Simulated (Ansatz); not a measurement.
# Al2Ga: the cost of one run

Computed with Ansatz 0.2.0, Gaussian basis. Level: cc-pVTZ, core rule «outside noble gas», up to 24 orbitals frozen.

The runs, in order: UHF; CCSD(T) on ROHF; CCSD(T) on UHF; BCCD(T) on ROHF; CCSDT(Q) on ROHF; CCSDT(Q) on UHF; CASSCF and MRCISD+Q, 9 electrons in 12 orbitals; CASSCF and NEVPT2, 9 electrons in 12 orbitals.

5 further runs of the same task are left out: 5 set aside as unsound or not needed.

### 1 The system

The geometry is a PBE0/def2-TZVP stationary point (not a proven minimum) of the parent state, kept for this charge and spin. No spin-orbit coupling is included. The filled d shell of Ga may be among the frozen orbitals whatever the setting's name suggests; the logs give the count.

3 atoms, charge 0, spin multiplicity 4.

Atoms are counted from 1 here; the program's logs count them from 0.

Bond lengths: Al1–Al2 2.534 Å, Al1–Ga3 2.493 Å, Al2–Ga3 2.493 Å. Angles: Al2–Al1–Ga3 59.5°, Al1–Al2–Ga3 59.5°, Al1–Ga3–Al2 61.1°.

### 2 UHF

The input, in.yaml:

```yaml
crystal:
  periodic: [false, false, false]
  atoms:
    - {symbol: Al, position_ang: [0.000000, -1.266803, 1.210044]}
    - {symbol: Al, position_ang: [0.000000, 1.266805, 1.210043]}
    - {symbol: Ga, position_ang: [0.000000, -0.000001, -0.936530]}
basis:
  gaussian: {orbitals: cc-pVTZ}
magnetization: {spin_polarized: true, initial_magnetization: 3}
hamiltonian: {xc: hf}
output: {orbitals: {seedname: orbitals}}
```

On the command line:

```console
ansatz run in.yaml --threads 1 --pin off --events-out ev --progress --plain --max-ram 4096MiB --backend cpu
```

Q: Estimate wall time and peak memory on 1 thread of AMD EPYC 7R13, shared host.

About 15 s, with a peak of 0.29 GiB.
